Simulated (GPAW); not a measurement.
# BiTe (Fm-3m) in GPAW: notebook

Runs on BiTe. Level: PBE. Tasks: relaxation of cell and atoms, single point.

Everything below comes from runs of GPAW 26.7.0. Logs are shortened: lines on timing, memory, paths and dates and some standing lists are left out, and cuts for length are marked. The log counts tension as positive stress, the text compression.

## 1. Starting point

It takes space group Fm-3m (No. 225, cubic). Conventional cell: a = 6.470 Å, b = 6.470 Å, c = 6.470 Å, α = 90.00°, β = 90.00°, γ = 90.00°. Bi (site symmetry m-3m) has 6 Te at 3.23 Å as nearest neighbours. Te (site symmetry m-3m) has 6 Bi at 3.23 Å as nearest neighbours.

## 2. Relaxation of cell and atoms, PBE, target pressure 20 GPa, at which the enthalpy is minimised

File run.py:

```python
from ase import Atoms
from ase.filters import FrechetCellFilter
from ase.io import write
from ase.optimize import BFGS
from ase.units import GPa
from gpaw import GPAW, PW

atoms = Atoms(['Bi', 'Te'],
              cell=[[0.0, 3.235, 3.235],
                    [3.235, 0.0, 3.235],
                    [3.235, 3.235, 0.0]],
              scaled_positions=[[0.0, 0.0, 0.0],
                                [0.5, 0.5, 0.5]],
              pbc=True)

calc = GPAW(mode=PW(600),
            xc='PBE',
            kpts={'size': (7, 7, 7), 'gamma': True},
            occupations={'name': 'fermi-dirac', 'width': 0.05},
            nbands=20,
            convergence={'density': 1e-05, 'forces': 0.0001},
            maxiter=150,
            txt='gpaw.txt')
atoms.calc = calc
opt = BFGS(FrechetCellFilter(atoms, scalar_pressure=20 * GPa), trajectory='relax.traj', logfile='-')
done = opt.run(fmax=0.02, steps=60)
calc.write('gs.gpw')
write('result.traj', atoms)
print('Converged:', done)
print('Cell:', atoms.cell.cellpar().round(4))
print('Volume:', round(atoms.get_volume(), 4))
print(atoms.get_scaled_positions().round(5))
```

Potentials or basis: GPAW PAW data sets (gpaw-data 1.2.1), pw.

The run is started by

```bash
$ OMP_NUM_THREADS=1 python run.py
```

gpaw.txt:

```text
__  _  _
 | _ |_)|_||  |
 |__||  | ||/\| - 26.7.0

Input parameters:
  mode=PW(ecut=600.0),
  convergence={'density': 1e-05, 'forces': 0.0001},
  kpts=MonkhorstPack(size=(7, 7, 7), gamma=True),
  maxiter=150,
  nbands=20,
  occupations=Occupations(name='fermi-dirac', width=0.05),
  xc=XC(name='PBE')

Diagonalizing LCAO Hamiltonian
Converting LCAO to pw mode

                 Te

       Bi

Atoms  # Å, Bohr magnetons
|   | symbol |        x |        y |        z |    initial magnetic moments |
|---|--------|----------|----------|----------|-----------------------------|
| 0 |     Bi | 0.000000 | 0.000000 | 0.000000 | ( 0.0000,  0.0000,  0.0000) |
| 1 |     Te | 3.235000 | 3.235000 | 3.235000 | ( 0.0000,  0.0000,  0.0000) |

Unit cell  # Å
| periodic |        x |        y |        z |  lengths |    angles |
|----------|----------|----------|----------|----------|-----------|
|      yes | 0.000000 | 3.235000 | 3.235000 | 4.574981 | 60.000000 |
|      yes | 3.235000 | 0.000000 | 3.235000 | 4.574981 | 60.000000 |
|      yes | 3.235000 | 3.235000 | 0.000000 | 4.574981 | 60.000000 |

Number of symmetries: 48
Symmetry operations  # r_c * U_cc + t_c -> r_c
|    | kind |            matrix            |
|----|------|------------------------------|
|  0 |  σ   |  1, 0, 0,  1, 0,-1,  1,-1, 0 |
|  1 |  C2  |  1, 0, 0,  1,-1, 0,  1, 0,-1 |
|  2 |  E   |  1, 0, 0,  0, 1, 0,  0, 0, 1 |
|  3 |  σ   |  1, 0, 0,  0, 0, 1,  0, 1, 0 |
|  4 |  C4  |  1, 0,-1,  1, 0, 0,  1,-1, 0 |
|  5 |  S6  |  1, 0,-1,  1,-1, 0,  1, 0, 0 |
|  6 |  σ   |  1, 0,-1,  0, 1,-1,  0, 0,-1 |
|  7 |  C3  |  1, 0,-1,  0, 0,-1,  0, 1,-1 |
|  8 |  S6  |  1,-1, 0,  1, 0, 0,  1, 0,-1 |
|  9 |  C4  |  1,-1, 0,  1, 0,-1,  1, 0, 0 |
| 10 |  C3  |  1,-1, 0,  0,-1, 1,  0,-1, 0 |
| 11 |  σ   |  1,-1, 0,  0,-1, 0,  0,-1, 1 |
| 12 |  σ   |  0, 1, 0,  1, 0, 0,  0, 0, 1 |
| 13 |  C4  |  0, 1, 0,  0, 1,-1, -1, 1, 0 |
| 14 |  C3  |  0, 1, 0,  0, 0, 1,  1, 0, 0 |
| 15 |  S6  |  0, 1, 0, -1, 1, 0,  0, 1,-1 |
| 16 |  C2  |  0, 1,-1,  1, 0,-1,  0, 0,-1 |
| 17 |  σ   |  0, 1,-1,  0, 1, 0, -1, 1, 0 |
| 18 |  S4  |  0, 1,-1,  0, 0,-1,  1, 0,-1 |
| 19 |  C4  |  0, 1,-1, -1, 1, 0,  0, 1, 0 |
| 20 |  C3  |  0, 0, 1,  1, 0, 0,  0, 1, 0 |
| 21 |  σ   |  0, 0, 1,  0, 1, 0,  1, 0, 0 |
[... 216 lines left out ...]
No gap
No difference between direct/indirect transitions

Stress tensor  # eV/Ang^3
|         x |         y |         z |
|-----------|-----------|-----------|
| -0.004396 | -0.000000 |  0.000000 |
| -0.000000 | -0.004396 |  0.000000 |
|  0.000000 |  0.000000 | -0.004396 |

Forces  # eV/Ang
|       x |        y |        z |
|---------|----------|----------|
| 0.00000 |  0.00000 | -0.00000 |  # Bi   0
| 0.00000 | -0.00000 | -0.00000 |  # Te   1

Interpolating wave functions to new cell

                 Te

       Bi

Atoms  # Å, Bohr magnetons
|   | symbol |        x |        y |         z |    initial magnetic moments |
|---|--------|----------|----------|-----------|-----------------------------|
| 0 |     Bi | 0.000000 | 0.000000 | -0.000000 | ( 0.0000,  0.0000,  0.0000) |
| 1 |     Te | 3.142144 | 3.142144 |  3.142144 | ( 0.0000,  0.0000,  0.0000) |

Unit cell  # Å
| periodic |        x |        y |         z |  lengths |    angles |
|----------|----------|----------|-----------|----------|-----------|
|      yes | 0.000000 | 3.142144 |  3.142144 | 4.443663 | 60.000000 |
|      yes | 3.142144 | 0.000000 |  3.142144 | 4.443663 | 60.000000 |
|      yes | 3.142144 | 3.142144 | -0.000000 | 4.443663 | 60.000000 |

Number of symmetries: 48
Symmetry operations  # r_c * U_cc + t_c -> r_c
|    | kind |            matrix            |
|----|------|------------------------------|
|  0 |  σ   |  1, 0, 0,  1, 0,-1,  1,-1, 0 |
|  1 |  C2  |  1, 0, 0,  1,-1, 0,  1, 0,-1 |
|  2 |  E   |  1, 0, 0,  0, 1, 0,  0, 0, 1 |
|  3 |  σ   |  1, 0, 0,  0, 0, 1,  0, 1, 0 |
|  4 |  C4  |  1, 0,-1,  1, 0, 0,  1,-1, 0 |
|  5 |  S6  |  1, 0,-1,  1,-1, 0,  1, 0, 0 |
|  6 |  σ   |  1, 0,-1,  0, 1,-1,  0, 0,-1 |
|  7 |  C3  |  1, 0,-1,  0, 0,-1,  0, 1,-1 |
[... 53 lines left out ...]
| -0.00000 |  0.00000 | 0.00000 |  # Bi   0
|  0.00000 | -0.00000 | 0.00000 |  # Te   1

Interpolating wave functions to new cell

                Te

       Bi

Atoms  # Å, Bohr magnetons
|   | symbol |        x |        y |        z |    initial magnetic moments |
|---|--------|----------|----------|----------|-----------------------------|
| 0 |     Bi | 0.000000 | 0.000000 | 0.000000 | ( 0.0000,  0.0000,  0.0000) |
| 1 |     Te | 2.997931 | 2.997931 | 2.997931 | ( 0.0000,  0.0000,  0.0000) |

Unit cell  # Å
| periodic |        x |         y |        z |  lengths |    angles |
|----------|----------|-----------|----------|----------|-----------|
|      yes | 0.000000 |  2.997931 | 2.997931 | 4.239715 | 60.000000 |
|      yes | 2.997931 | -0.000000 | 2.997931 | 4.239715 | 60.000000 |
|      yes | 2.997931 |  2.997931 | 0.000000 | 4.239715 | 60.000000 |

Number of symmetries: 48
Symmetry operations  # r_c * U_cc + t_c -> r_c
|    | kind |            matrix            |
|----|------|------------------------------|
|  0 |  σ   |  1, 0, 0,  1, 0,-1,  1,-1, 0 |
|  1 |  C2  |  1, 0, 0,  1,-1, 0,  1, 0,-1 |
|  2 |  E   |  1, 0, 0,  0, 1, 0,  0, 0, 1 |
|  3 |  σ   |  1, 0, 0,  0, 0, 1,  0, 1, 0 |
|  4 |  C4  |  1, 0,-1,  1, 0, 0,  1,-1, 0 |
|  5 |  S6  |  1, 0,-1,  1,-1, 0,  1, 0, 0 |
|  6 |  σ   |  1, 0,-1,  0, 1,-1,  0, 0,-1 |
|  7 |  C3  |  1, 0,-1,  0, 0,-1,  0, 1,-1 |
|  8 |  S6  |  1,-1, 0,  1, 0, 0,  1, 0,-1 |
|  9 |  C4  |  1,-1, 0,  1, 0,-1,  1, 0, 0 |
| 10 |  C3  |  1,-1, 0,  0,-1, 1,  0,-1, 0 |
| 11 |  σ   |  1,-1, 0,  0,-1, 0,  0,-1, 1 |
| 12 |  σ   |  0, 1, 0,  1, 0, 0,  0, 0, 1 |
| 13 |  C4  |  0, 1, 0,  0, 1,-1, -1, 1, 0 |
| 14 |  C3  |  0, 1, 0,  0, 0, 1,  1, 0, 0 |
| 15 |  S6  |  0, 1, 0, -1, 1, 0,  0, 1,-1 |
| 16 |  C2  |  0, 1,-1,  1, 0,-1,  0, 0,-1 |
| 17 |  σ   |  0, 1,-1,  0, 1, 0, -1, 1, 0 |
| 18 |  S4  |  0, 1,-1,  0, 0,-1,  1, 0,-1 |
| 19 |  C4  |  0, 1,-1, -1, 1, 0,  0, 1, 0 |
| 20 |  C3  |  0, 0, 1,  1, 0, 0,  0, 1, 0 |
| 21 |  σ   |  0, 0, 1,  0, 1, 0,  1, 0, 0 |
[... 216 lines left out ...]
No gap
No difference between direct/indirect transitions

Stress tensor  # eV/Ang^3
|         x |         y |         z |
|-----------|-----------|-----------|
| -0.121562 | -0.000000 |  0.000000 |
| -0.000000 | -0.121562 |  0.000000 |
|  0.000000 |  0.000000 | -0.121562 |

Forces  # eV/Ang
|        x |       y |        z |
|----------|---------|----------|
| -0.00000 | 0.00000 |  0.00000 |  # Bi   0
| -0.00000 | 0.00000 | -0.00000 |  # Te   1

Interpolating wave functions to new cell

                Te

       Bi

Atoms  # Å, Bohr magnetons
|   | symbol |        x |        y |        z |    initial magnetic moments |
|---|--------|----------|----------|----------|-----------------------------|
| 0 |     Bi | 0.000000 | 0.000000 | 0.000000 | ( 0.0000,  0.0000,  0.0000) |
| 1 |     Te | 2.993917 | 2.993917 | 2.993917 | ( 0.0000,  0.0000,  0.0000) |

Unit cell  # Å
| periodic |        x |         y |         z |  lengths |    angles |
|----------|----------|-----------|-----------|----------|-----------|
|      yes | 0.000000 |  2.993917 |  2.993917 | 4.234038 | 60.000000 |
|      yes | 2.993917 | -0.000000 |  2.993917 | 4.234038 | 60.000000 |
|      yes | 2.993917 |  2.993917 | -0.000000 | 4.234038 | 60.000000 |

Number of symmetries: 48
Symmetry operations  # r_c * U_cc + t_c -> r_c
|    | kind |            matrix            |
|----|------|------------------------------|
|  0 |  σ   |  1, 0, 0,  1, 0,-1,  1,-1, 0 |
|  1 |  C2  |  1, 0, 0,  1,-1, 0,  1, 0,-1 |
|  2 |  E   |  1, 0, 0,  0, 1, 0,  0, 0, 1 |
|  3 |  σ   |  1, 0, 0,  0, 0, 1,  0, 1, 0 |
|  4 |  C4  |  1, 0,-1,  1, 0, 0,  1,-1, 0 |
|  5 |  S6  |  1, 0,-1,  1,-1, 0,  1, 0, 0 |
|  6 |  σ   |  1, 0,-1,  0, 1,-1,  0, 0,-1 |
|  7 |  C3  |  1, 0,-1,  0, 0,-1,  0, 1,-1 |
|  8 |  S6  |  1,-1, 0,  1, 0, 0,  1, 0,-1 |
|  9 |  C4  |  1,-1, 0,  1, 0,-1,  1, 0, 0 |
| 10 |  C3  |  1,-1, 0,  0,-1, 1,  0,-1, 0 |
| 11 |  σ   |  1,-1, 0,  0,-1, 0,  0,-1, 1 |
| 12 |  σ   |  0, 1, 0,  1, 0, 0,  0, 0, 1 |
| 13 |  C4  |  0, 1, 0,  0, 1,-1, -1, 1, 0 |
| 14 |  C3  |  0, 1, 0,  0, 0, 1,  1, 0, 0 |
| 15 |  S6  |  0, 1, 0, -1, 1, 0,  0, 1,-1 |
| 16 |  C2  |  0, 1,-1,  1, 0,-1,  0, 0,-1 |
| 17 |  σ   |  0, 1,-1,  0, 1, 0, -1, 1, 0 |
| 18 |  S4  |  0, 1,-1,  0, 0,-1,  1, 0,-1 |
| 19 |  C4  |  0, 1,-1, -1, 1, 0,  0, 1, 0 |
| 20 |  C3  |  0, 0, 1,  1, 0, 0,  0, 1, 0 |
| 21 |  σ   |  0, 0, 1,  0, 1, 0,  1, 0, 0 |
[... 214 lines left out ...]
No gap
No difference between direct/indirect transitions

Stress tensor  # eV/Ang^3
|         x |         y |         z |
|-----------|-----------|-----------|
| -0.124732 | -0.000000 |  0.000000 |
| -0.000000 | -0.124732 | -0.000000 |
|  0.000000 | -0.000000 | -0.124732 |

Forces  # eV/Ang
|        x |       y |        z |
|----------|---------|----------|
|  0.00000 | 0.00000 | -0.00000 |  # Bi   0
| -0.00000 | 0.00000 |  0.00000 |  # Te   1

# Writing to gs.gpw (mode='')
```

It took 65 s on 1 thread of Arm Neoverse V2, shared host; peak memory 0.22 GiB.

Results:

* Free energy: -7.2581 eV
* Relaxed volume: 26.84 Å³/atom
* Relaxed cell: a = 4.234 Å, b = 4.234 Å, c = 4.234 Å, α = 60.00°, β = 60.00°, γ = 60.00°
* Space group after relaxing (to 0.05 Å): Fm-3m (No. 225)
* Energy change on relaxing (the enthalpy is what falls): +371.4 meV/atom
* Ionic steps: 5
* Pressure after relaxing: 20.0 GPa
* Band gap on the k mesh: none (metal or under the smearing width)

The path:
| step | energy change (eV) | largest force (eV/Å) | pressure (GPa) | volume (Å³) |
| --- | --- | --- | --- | --- |
| 1 | 0.0000 | 0.0000 | 0.70 | 67.71 |
| 2 | 0.1113 | 0.0000 | 5.97 | 62.05 |
| 3 | 0.9546 | 0.0000 | 23.96 | 52.12 |
| 4 | 0.7163 | 0.0000 | 19.48 | 53.89 |
| 5 | 0.7428 | 0.0000 | 19.98 | 53.67 |

Final structure:
```
CELL_PARAMETERS angstrom
0.00000 2.99392 2.99392
2.99392 0.00000 2.99392
2.99392 2.99392 0.00000
ATOMIC_POSITIONS crystal
Bi 0.00000 0.00000 0.00000
Te 0.50000 0.50000 0.50000
```

Levels at points of the mesh, in eV from the Fermi level:
```tsv
k point	band 7	band 8	band 9	band 10	band 11	band 12	band 13	band 14
(0.00, 0.00, 0.00)	-7.08	-3.35	-3.35	-3.35	2.51	2.51	2.51	4.16
```

Caveat: later steps reuse the first step's grids; the volume moved by over 15 % at a fixed basis, so the end points are rough; spin-orbit coupling is left out, which moves the levels of the heavy elements.

## 3. Relaxation of cell and atoms, PBE, target pressure 30 GPa, at which the enthalpy is minimised

File run.py:

```python
from ase.filters import FrechetCellFilter
from ase.io import read, write
from ase.optimize import BFGS
from ase.units import GPa
from gpaw import GPAW, PW

atoms = read('POSCAR')

calc = GPAW(mode=PW(600),
            xc='PBE',
            kpts={'size': (7, 7, 7), 'gamma': True},
            occupations={'name': 'fermi-dirac', 'width': 0.05},
            nbands=20,
            convergence={'density': 1e-05, 'forces': 0.0001},
            maxiter=150,
            txt='gpaw.txt')
atoms.calc = calc
opt = BFGS(FrechetCellFilter(atoms, scalar_pressure=30 * GPa), trajectory='relax.traj', logfile='-')
done = opt.run(fmax=0.02, steps=60)
calc.write('gs.gpw')
write('result.traj', atoms)
print('Converged:', done)
print('Cell:', atoms.cell.cellpar().round(4))
print('Volume:', round(atoms.get_volume(), 4))
print(atoms.get_scaled_positions().round(5))
```

File POSCAR:

```
BiTe
1.0
    0.0000000000      3.2350000000      3.2350000000
    3.2350000000      0.0000000000      3.2350000000
    3.2350000000      3.2350000000      0.0000000000
Bi Te
1 1
Direct
    0.0000000000      0.0000000000      0.0000000000
    0.5000000000      0.5000000000      0.5000000000
```

Potentials or basis: GPAW PAW data sets (gpaw-data 1.2.1), pw.

The run is started by

```bash
$ OMP_NUM_THREADS=1 python run.py
```

Run time: 61 s. Hardware: 1 thread of Arm Neoverse V2, shared host; peak memory 0.22 GiB.

It converged, with:

```yaml
Free_energy: -6.7124 eV
Relaxed_volume: 25.07 Å³/atom
Relaxed_cell: a = 4.139 Å, b = 4.139 Å, c = 4.139 Å, α = 60.00°, β = 60.00°, γ = 60.00°
Space_group_after_relaxing_to_0.05_Å: Fm-3m (No. 225)
Energy_change_on_relaxing_the_enthalpy_is_what_falls: +643.3 meV/atom
Ionic_steps: 5
Pressure_after_relaxing: 30.0 GPa
Band_gap_on_the_k_mesh: none (metal or under the smearing width)
```

The path:
| step | energy change (eV) | largest force (eV/Å) | pressure (GPa) | volume (Å³) |
| --- | --- | --- | --- | --- |
| 1 | 0.0000 | 0.0000 | 0.70 | 67.71 |
| 2 | 0.2426 | 0.0000 | 9.53 | 59.30 |
| 3 | 1.7109 | 0.0000 | 37.39 | 48.11 |
| 4 | 1.2301 | 0.0000 | 28.96 | 50.44 |
| 5 | 1.2866 | 0.0000 | 29.96 | 50.13 |

Final structure:
```
Bi Te
1.0
     0.00000    2.92663    2.92663
     2.92663    0.00000    2.92663
     2.92663    2.92663    0.00000
Bi Te
1 1
Direct
  0.00000 0.00000 0.00000
  0.50000 0.50000 0.50000
```

Levels at points of the mesh, in eV from the Fermi level:
```tsv
k point	band 7	band 8	band 9	band 10	band 11	band 12	band 13	band 14
(0.00, 0.00, 0.00)	-6.68	-3.57	-3.57	-3.57	2.65	2.65	2.65	4.05
```

Caveat: later steps reuse the first step's grids; the volume moved by over 15 % at a fixed basis, so the end points are rough; spin-orbit coupling is left out, which moves the levels of the heavy elements.

## 4. Relaxation of cell and atoms, PBE

Edit run.py of step 3 so:

```diff
@@ -3,3 +3,2 @@
 from ase.optimize import BFGS
-from ase.units import GPa
 from gpaw import GPAW, PW
@@ -10,3 +9,3 @@
             xc='PBE',
-            kpts={'size': (7, 7, 7), 'gamma': True},
+            kpts={'size': (5, 5, 5), 'gamma': True},
             occupations={'name': 'fermi-dirac', 'width': 0.05},
@@ -17,3 +16,3 @@
 atoms.calc = calc
-opt = BFGS(FrechetCellFilter(atoms, scalar_pressure=30 * GPa), trajectory='relax.traj', logfile='-')
+opt = BFGS(FrechetCellFilter(atoms), trajectory='relax.traj', logfile='-')
 done = opt.run(fmax=0.02, steps=60)
```

POSCAR is that of step 3.

The run is started by

```bash
$ OMP_NUM_THREADS=1 python run.py
```

Run time: 25 s. Hardware: 1 thread of Arm Neoverse V2, shared host; peak memory 0.17 GiB.

It converged, with:

- Free energy: -8.0301 eV
- Relaxed volume: 34.17 Å³/atom
- Relaxed cell: a = 4.589 Å, b = 4.589 Å, c = 4.589 Å, α = 60.00°, β = 60.00°, γ = 60.00°
- Space group after relaxing (to 0.05 Å): Fm-3m (No. 225)
- Energy gained by relaxing: 0.5 meV/atom
- Ionic steps: 3
- Pressure after relaxing: 0.0 GPa
- Band gap on the k mesh: none (metal or under the smearing width)

Step by step:
| step | energy change (eV) | largest force (eV/Å) | pressure (GPa) | volume (Å³) |
| --- | --- | --- | --- | --- |
| 1 | 0.0000 | 0.0000 | 0.46 | 67.71 |
| 2 | -0.0004 | 0.0000 | 0.36 | 67.85 |
| 3 | -0.0010 | 0.0000 | 0.00 | 68.34 |

Final structure:
```
CELL_PARAMETERS angstrom
0.00000 3.24495 3.24495
3.24495 0.00000 3.24495
3.24495 3.24495 0.00000
ATOMIC_POSITIONS crystal
Bi 0.00000 0.00000 0.00000
Te 0.50000 0.50000 0.50000
```

Levels at points of the mesh, in eV from the Fermi level:
| k point | band 6 | band 7 | band 8 | band 9 | band 10 | band 11 | band 12 | band 13 | band 14 | band 15 |
| --- | --- | --- | --- | --- | --- | --- | --- | --- | --- | --- |
| (0.00, 0.00, 0.00) | -13.49 | -8.14 | -2.62 | -2.62 | -2.62 | 2.04 | 2.04 | 2.04 | 4.61 | 4.61 |

Caveat: later steps reuse the first step's grids; spin-orbit coupling is left out, which moves the levels of the heavy elements. Zero-point motion and thermal expansion aren't in these numbers.

## 5. Single point, PBE

File run.py:

```python
from ase import Atoms
from ase.dft.bandgap import bandgap
from ase.io import write
from ase.units import GPa
from gpaw import GPAW, PW

atoms = Atoms(['Bi', 'Te'],
              cell=[[0.0, 3.235, 3.235],
                    [3.235, 0.0, 3.235],
                    [3.235, 3.235, 0.0]],
              scaled_positions=[[0.0, 0.0, 0.0],
                                [0.5, 0.5, 0.5]],
              pbc=True)

calc = GPAW(mode=PW(600),
            xc='PBE',
            kpts={'size': (7, 7, 7), 'gamma': True},
            occupations={'name': 'fermi-dirac', 'width': 0.05},
            nbands=20,
            convergence={'density': 1e-05, 'energy': 1e-05},
            maxiter=150,
            txt='gpaw.txt')
atoms.calc = calc
energy = atoms.get_potential_energy()
forces = atoms.get_forces()
stress = atoms.get_stress()
calc.write('gs.gpw')
write('result.traj', atoms)
print(f'Energy: {energy:.6f} eV')
print('Forces (eV/A):')
print(forces.round(4))
print('Stress (GPa):', (stress / GPa).round(3))
print('Fermi level:', round(calc.get_fermi_level(), 4), 'eV')
print(f'Gap: {bandgap(calc)[0]:.4f} eV, direct: {bandgap(calc, direct=True)[0]:.4f} eV')
```

The run is started by

```bash
$ OMP_NUM_THREADS=1 python run.py
```

Run time: 16 s. Hardware: 1 thread of Arm Neoverse V2, shared host; peak memory 0.16 GiB.

The run converged. Its results:

```yaml
Free_energy: -8.0055 eV
Pressure: 0.7 GPa
Band_gap_on_the_k_mesh: none (metal or under the smearing width)
```

Levels at points of the mesh, in eV from the Fermi level:
```tsv
k point	band 7	band 8	band 9	band 10	band 11	band 12	band 13	band 14
(0.00, 0.00, 0.00)	-8.05	-2.59	-2.59	-2.59	2.11	2.11	2.11	4.65
```

Caveat: the density grid can change from cell to cell, which puts small steps into energies and stress; spin-orbit coupling is left out, which moves the levels of the heavy elements.

## 6. The runs side by side

| task | cell | k mesh | optimizer | fmax | max steps | target pressure | convergence | gap on the mesh (eV) | pressure (GPa) |
| --- | --- | --- | --- | --- | --- | --- | --- | --- | --- |
| relaxation of cell and atoms | relaxed to 20 GPa | 7 × 7 × 7 | BFGS | 0.02 eV/Å | 60 | 20 GPa | density=1e-05 forces=0.0001 | none | 20.0 |
| relaxation of cell and atoms | relaxed to 30 GPa | 7 × 7 × 7 | BFGS | 0.02 eV/Å | 60 | 30 GPa | density=1e-05 forces=0.0001 | none | 30.0 |
| relaxation of cell and atoms | relaxed | 5 × 5 × 5 | BFGS | 0.02 eV/Å | 60 | - | density=1e-05 forces=0.0001 | none | 0.0 |
| single point | as given | 7 × 7 × 7 | - | - | - | - | - | none | 0.7 |

Alike in all rows: level PBE; potentials or basis GPAW PAW data sets (gpaw-data 1.2.1), pw; no spin polarisation; cutoff (eV) 600; smearing fermi-dirac 0.05 eV.

Caveats: spin-orbit coupling is left out, which moves the levels of the heavy elements; later steps reuse the first step's grids (some runs); the volume moved by over 15 % at a fixed basis, so the end points are rough (some runs); the density grid can change from cell to cell, which puts small steps into energies and stress (some runs).

Total energies depend on the potentials used, so only differences within one code and one set of settings carry meaning.
